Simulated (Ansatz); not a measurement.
# CH3F2NSi: how energies converge with the basis set

How large a basis does CH3F2NSi need? Two functionals are run in growing sets.

Computed with Ansatz 0.2.0, Gaussian basis. Level: one geometry, several basis sets.

Levels to be run: PBE0-D4/def2-SVP; ωB97M-V/def2-SVP; PBE0-D4/def2-QZVPP; ωB97M-V/def2-QZVPP; the functionals' def2-TZVPP values are taken from earlier runs.

**1. The geometry**

The geometry comes from an earlier relaxation with PBE0-D4 in a triple-zeta def2 set; it is a stationary point, not always the lowest conformer.

SMILES `C=N[SiH](F)F`, 8 atoms, charge 0, spin multiplicity 1.

Atoms are counted from 1 here; the program's logs count them from 0.

Bond lengths: C1–N2 1.258 Å, C1–H6 1.096 Å, C1–H7 1.099 Å, N2–Si3 1.711 Å, Si3–F4 1.591 Å, Si3–F5 1.582 Å, Si3–H8 1.468 Å. Angles: N2–C1–H6 120.1°, N2–C1–H7 124.1°, H6–C1–H7 115.7°, C1–N2–Si3 127.5°, N2–Si3–F4 112.8°, N2–Si3–F5 107.9°, N2–Si3–H8 110.9°, F4–Si3–F5 106.7°, F4–Si3–H8 108.8°, F5–Si3–H8 109.6°.

**2. PBE0-D4 in def2-SVP**

File in.yaml:

```yaml
crystal:
  periodic: [false, false, false]
  atoms:
    - {symbol: C, position_ang: [0.398858, 1.472455, 0.068205]}
    - {symbol: N, position_ang: [-0.393062, 0.570772, 0.446173]}
    - {symbol: Si, position_ang: [-0.390032, -1.076614, -0.014653]}
    - {symbol: F, position_ang: [0.815047, -1.443260, -0.986462]}
    - {symbol: F, position_ang: [-0.199602, -1.946953, 1.292211]}
    - {symbol: H, position_ang: [0.277723, 2.498801, 0.432558]}
    - {symbol: H, position_ang: [1.236216, 1.307532, -0.624728]}
    - {symbol: H, position_ang: [-1.652848, -1.439932, -0.669203]}
basis:
  gaussian: {orbitals: def2-SVP}
hamiltonian: {xc: pbe0, dispersion: d4}
output: {orbitals: {seedname: orbitals}}
```

The run is started by

```bash
ansatz run in.yaml --threads 2 --pin off --events-out ev --progress --plain --max-ram 4352MiB
```

After this run come: ωB97M-V in def2-SVP; PBE0-D4 in def2-QZVPP; ωB97M-V in def2-QZVPP.

**Question.** What will the summary of the whole plan be? Wanted: PBE0-D4: double and triple zeta above quadruple; ωB97M-V: double and triple zeta above quadruple.

**Answer**, as computed:

```
                                       quantity           value
PBE0-D4: double and triple zeta above quadruple  13.73, 0.74 eV
ωB97M-V: double and triple zeta above quadruple  13.91, 0.69 eV
```

What this shows: PBE0-D4 gains 12.99 eV from double to triple zeta, then 0.74 eV more. Total energies overstate the basis error of differences, where much of it tends to cancel.
